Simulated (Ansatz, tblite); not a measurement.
# GeMe3(OiPr) (C6H16GeO): which spin state is lowest

Is the singlet the ground state of GeMe3(OiPr) (C6H16GeO)? Other spin states are computed and compared level by level.

Program: Ansatz 0.2.0, Gaussian basis. Level of theory: as each input shows. These are calculated values, not measurements.

Plan: triplet, at the geometry of the singlet (GFN1-xTB, GFN2-xTB, PBE0-D4/def2-TZVP, PBE-D4/def2-TZVP, r2SCAN-D4/def2-TZVP); the singlet's energies come from earlier runs.

### Step 1. The relaxed structure

The singlet was relaxed beforehand with PBE-D4/def2-SVP.

24 atoms, charge 0, spin multiplicity 1.

Bond lengths: Ge1–C2 1.968 Å, Ge1–C6 1.957 Å, Ge1–C10 1.969 Å, Ge1–O14 1.819 Å, C2–H3 1.108 Å, C2–H4 1.109 Å, C2–H5 1.108 Å, C6–H7 1.108 Å, C6–H8 1.108 Å, C6–H9 1.107 Å, C10–H11 1.108 Å, C10–H12 1.109 Å, C10–H13 1.108 Å, O14–C15 1.422 Å, C15–C16 1.528 Å, C15–C17 1.533 Å, C15–H18 1.121 Å, C16–H19 1.110 Å and more. Angles: C2–Ge1–C6 112.6°, C2–Ge1–C10 111.8°, C2–Ge1–O14 109.0°, C6–Ge1–C10 110.7°, C6–Ge1–O14 102.5°, C10–Ge1–O14 109.9°, Ge1–C2–H3 111.4°, Ge1–C2–H4 109.7°, Ge1–C2–H5 110.5°, H3–C2–H4 108.1°, H3–C2–H5 108.7°, H4–C2–H5 108.4°, Ge1–C6–H7 110.8°, Ge1–C6–H8 109.7°, Ge1–C6–H9 110.3°, H7–C6–H8 108.7°, H7–C6–H9 108.9°, H8–C6–H9 108.4° and more.

Coordinates:

```mol
C6H16GeO
  3D, bonds by distance, orders not assigned

 24 23  0  0  0  0  0  0  0  0999 V2000
    0.9565    0.7716   -0.0463 Ge  0  0
    1.0504    0.8135    1.9188 C   0  0
    0.0432    0.9151    2.3687 H   0  0
    1.6631    1.6781    2.2453 H   0  0
    1.5195   -0.1130    2.3049 H   0  0
    2.7154    0.5612   -0.8778 C   0  0
    3.3308    1.4718   -0.7337 H   0  0
    2.5965    0.3822   -1.9647 H   0  0
    3.2477   -0.3040   -0.4369 H   0  0
    0.0291    2.3521   -0.7664 C   0  0
   -0.2388    2.1766   -1.8275 H   0  0
    0.6896    3.2416   -0.7129 H   0  0
   -0.8986    2.5700   -0.2021 H   0  0
    0.0915   -0.7421   -0.5655 O   0  0
   -1.0077   -1.2947    0.1466 C   0  0
   -1.1981   -2.7226   -0.3644 C   0  0
   -2.2782   -0.4534   -0.0198 C   0  0
   -0.7719   -1.3487    1.2410 H   0  0
   -1.4342   -2.7072   -1.4487 H   0  0
   -2.0220   -3.2387    0.1695 H   0  0
   -0.2662   -3.3058   -0.2278 H   0  0
   -2.1498    0.5639    0.4037 H   0  0
   -2.5243   -0.3452   -1.0968 H   0  0
   -3.1435   -0.9223    0.4929 H   0  0
  1  2  8  0
  1  6  8  0
  1 10  8  0
  1 14  8  0
  2  3  8  0
  2  4  8  0
  2  5  8  0
  6  7  8  0
  6  8  8  0
  6  9  8  0
 10 11  8  0
 10 12  8  0
 10 13  8  0
 14 15  8  0
 15 16  8  0
 15 17  8  0
 15 18  8  0
 16 19  8  0
 16 20  8  0
 16 21  8  0
 17 22  8  0
 17 23  8  0
 17 24  8  0
M  END
```

### Step 2. Triplet at the fixed geometry, GFN1-xTB

Tight binding, by tblite at 300 K electronic temperature and without a spin-polarisation term:

```python
tblite.interface.Calculator('GFN1-xTB', numbers, positions, charge=0, uhf=2).singlepoint()
```

Energy -746.2924 eV; 0.025 s.

### Step 3. Triplet at the fixed geometry, GFN2-xTB

Tight binding, by tblite at 300 K electronic temperature and without a spin-polarisation term:

```python
tblite.interface.Calculator('GFN2-xTB', numbers, positions, charge=0, uhf=2).singlepoint()
```

Energy -726.9200 eV; 0.014 s.

### Step 4. Triplet at the fixed geometry, PBE0-D4/def2-TZVP

Input file in.yaml:

```yaml
crystal:
  periodic: [false, false, false]
  atoms:
    - {symbol: Ge, position_ang: [0.956474, 0.771625, -0.046306]}
    - {symbol: C, position_ang: [1.050393, 0.813458, 1.918759]}
    - {symbol: H, position_ang: [0.043162, 0.915089, 2.368710]}
    - {symbol: H, position_ang: [1.663107, 1.678143, 2.245313]}
    - {symbol: H, position_ang: [1.519523, -0.112992, 2.304923]}
    - {symbol: C, position_ang: [2.715406, 0.561191, -0.877825]}
    - {symbol: H, position_ang: [3.330821, 1.471773, -0.733715]}
    - {symbol: H, position_ang: [2.596487, 0.382246, -1.964750]}
    - {symbol: H, position_ang: [3.247678, -0.303992, -0.436919]}
    - {symbol: C, position_ang: [0.029125, 2.352121, -0.766431]}
    - {symbol: H, position_ang: [-0.238806, 2.176583, -1.827512]}
    - {symbol: H, position_ang: [0.689575, 3.241589, -0.712887]}
    - {symbol: H, position_ang: [-0.898607, 2.569960, -0.202147]}
    - {symbol: O, position_ang: [0.091506, -0.742108, -0.565549]}
    - {symbol: C, position_ang: [-1.007686, -1.294745, 0.146601]}
    - {symbol: C, position_ang: [-1.198100, -2.722619, -0.364370]}
    - {symbol: C, position_ang: [-2.278182, -0.453391, -0.019813]}
    - {symbol: H, position_ang: [-0.771942, -1.348659, 1.241013]}
    - {symbol: H, position_ang: [-1.434186, -2.707235, -1.448695]}
    - {symbol: H, position_ang: [-2.021993, -3.238684, 0.169510]}
    - {symbol: H, position_ang: [-0.266180, -3.305784, -0.227771]}
    - {symbol: H, position_ang: [-2.149810, 0.563947, 0.403730]}
    - {symbol: H, position_ang: [-2.524325, -0.345165, -1.096780]}
    - {symbol: H, position_ang: [-3.143461, -0.922330, 0.492911]}
basis:
  gaussian: {orbitals: def2-TZVP}
magnetization: {spin_polarized: true, initial_magnetization: 2}
hamiltonian: {xc: pbe0, dispersion: d4}
scf: {omitted_lower_state_checks: [starts]}
output: {orbitals: {seedname: orbitals}}
```

Started as:

```console
$ ansatz run in.yaml --threads 2 --pin off --events-out ev --progress --plain --max-ram 31744MiB --backend cuda --devices 0, --max-vram 18GiB
```

Output:

```text
Functional definition: PBE0
  name "PBE0"
  cite "Adamo & Barone, J. Chem. Phys. 110, 6158 (1999) doi:10.1063/1.478522"
  cite "Perdew, Burke & Ernzerhof, Phys. Rev. Lett. 77, 3865 (1996) doi:10.1103/PhysRevLett.77.3865"
  parent pbe
  parameter a = 0.25
  parameter kappa = 0.804
  parameter beta = 0.06672455060314922
  exchange = (1 - a)*pbe_x(kappa = kappa, mu = beta*pi^2/3) + a*exact_x
  correlation = pbe_c(beta = beta)
these checks for a lower state are left out or cut short: starts
2336 factors; their error is unknown
mean field evaluation 1: about -65008.1827 eV, gradient 6.8e1 eV
mean field evaluation 2: about -65001.6165 eV, gradient 7.4e1 eV
mean field evaluation 4: about -65028.6298 eV, gradient 6.3e0 eV
mean field evaluation 8: about -65028.8510 eV, gradient 3.8e-1 eV
mean field evaluation 16: about -65029.0902 eV, gradient 2.7e-2 eV
mean field evaluation 32: about -65029.0902 eV, gradient 8.1e-5 eV
mean field -65029.09019161 eV, -2389.7749862410 hartree, gradient 8.1e-6 eV, S^2 2.006767; 0 other end points of the search recorded, 0 dependent functions left out
reference -65029.09023934 eV, -2389.7749879952 hartree; 47, 45 occupied and 314, 316 virtual orbitals, 2336 factors
Total energy: -65029.57972921 eV, -2389.7929764161 hartree
Checks for a lower state left out: starts
```

Run time: 7.5 s. Hardware: 1 × H100 (card shared with other runs) with 2 threads of AMD EPYC 7R13, shared host; peak host memory 0.99 GiB.

From the report: HOMO -0.81 eV, LUMO -5.83 eV (over both spins; with the spin held, an empty level of the minority spin lies below the top filled one); ⟨S²⟩ 2.007 (pure: 2.00).

### Step 5. Triplet at the fixed geometry, PBE-D4/def2-TZVP

start.molden holds the orbitals of an earlier run on this state, given as this run's starting guess.

in.yaml: that of step 4 with these lines changed.

```diff
@@ -28,5 +28,5 @@
 basis:
-  gaussian: {orbitals: def2-TZVP}
+  gaussian: {orbitals: def2-TZVP, initial_orbitals: start.molden}
 magnetization: {spin_polarized: true, initial_magnetization: 2}
-hamiltonian: {xc: pbe0, dispersion: d4}
+hamiltonian: {xc: pbe, dispersion: d4}
 scf: {omitted_lower_state_checks: [starts]}
```

The command is unchanged.

Output:

```text
Functional definition: PBE
  name "PBE"
  cite "Perdew, Burke & Ernzerhof, Phys. Rev. Lett. 77, 3865 (1996) doi:10.1103/PhysRevLett.77.3865"
  parent pbe
  parameter kappa = 0.804
  parameter beta = 0.06672455060314922
  exchange = pbe_x(kappa = kappa, mu = beta*pi^2/3)
  correlation = pbe_c(beta = beta)
these checks for a lower state are left out or cut short: starts
2293 factors; their error is unknown
mean field evaluation 1: about -65026.7147 eV, gradient 9.6e0 eV
mean field evaluation 2: about -65026.9894 eV, gradient 4.8e-1 eV
mean field evaluation 4: about -65026.9317 eV, gradient 1.4e-1 eV
mean field evaluation 8: about -65026.9322 eV, gradient 1.4e-4 eV
mean field -65026.93223280 eV, -2389.6956827177 hartree, gradient 1.3e-5 eV, S^2 2.002538; 0 other end points of the search recorded, 0 dependent functions left out
reference -65026.93229769 eV, -2389.6956851023 hartree; 47, 45 occupied and 314, 316 virtual orbitals, 2293 factors
Total energy: -65027.49990600 eV, -2389.7165443230 hartree
Checks for a lower state left out: starts
```

Wall time 4.1 s (1 × H100 (card shared with other runs) with 2 threads of AMD EPYC 7R13, shared host); peak host memory 0.95 GiB.

From the report: HOMO -0.57 eV, LUMO -6.78 eV (over both spins; with the spin held, an empty level of the minority spin lies below the top filled one); ⟨S²⟩ 2.003 (pure: 2.00).

### Step 6. Triplet at the fixed geometry, r2SCAN-D4/def2-TZVP

in.yaml: that of step 5 with these lines changed.

```diff
@@ -30,3 +30,3 @@
 magnetization: {spin_polarized: true, initial_magnetization: 2}
-hamiltonian: {xc: pbe, dispersion: d4}
+hamiltonian: {xc: r2scan, dispersion: d4}
 scf: {omitted_lower_state_checks: [starts]}
```

Launched as before.

Output, shortened:

```text
Functional definition: r2SCAN
  name "r2SCAN"
  cite "Furness, Kaplan, Ning, Perdew & Sun, J. Phys. Chem. Lett. 11, 8208 (2020) doi:10.1021/acs.jpclett.0c02405"
  cite "Furness, Kaplan, Ning, Perdew & Sun, J. Phys. Chem. Lett. 11, 9248 (2020) doi:10.1021/acs.jpclett.0c03077"
  parent r2scan
[...]
2293 factors; their error is unknown
[...]
mean field -65041.38367978 eV, -2390.2267635985 hartree, gradient 5.3e-6 eV, S^2 2.006594; 0 other end points of the search recorded, 0 dependent functions left out
reference -65041.38370288 eV, -2390.2267644477 hartree; 47, 45 occupied and 314, 316 virtual orbitals, 2293 factors
Total energy: -65041.54536080 eV, -2390.2327052666 hartree
Checks for a lower state left out: starts
```

It took 5.5 s on 1 × H100 (card shared with other runs) with 2 threads of AMD EPYC 7R13, shared host; peak host memory 1.1 GiB.

Report: HOMO -0.35 eV, LUMO -6.62 eV (over both spins; with the spin held, an empty level of the minority spin lies below the top filled one); ⟨S²⟩ 2.007 (pure: 2.00).

### Step 7. Triplet less singlet, vertical

The singlet's energies are those of its earlier runs, whose logs aren't repeated here.

| level | triplet less singlet, vertical (kJ/mol) | time |
| --- | --- | --- |
| GFN1-xTB | +693.6 | 0.044 s |
| GFN2-xTB | +754.5 | 0.024 s |
| PBE-D4/def2-TZVP | +586.1 | 6.5 s |
| r2SCAN-D4/def2-TZVP | +628.7 | 8.1 s |
| PBE0-D4/def2-TZVP | +646.4 | 13 s |

Times add the two runs; a level without a time comes out of a correlated run. Tight binding without a spin term can't rank spin states.

### Step 8. Outcome

| quantity | value |
| --- | --- |
| triplet less singlet, vertical, functionals in def2-TZVP | +586.1 (PBE-D4) to +646.4 kJ/mol (PBE0-D4) |

**Reading.** All functionals put the triplet above the singlet, over a spread of 60.2 kJ/mol. The checks for a lower triplet were left out, so another state of that spin may lie lower. These are electronic energies, without zero-point motion, entropy or surroundings.
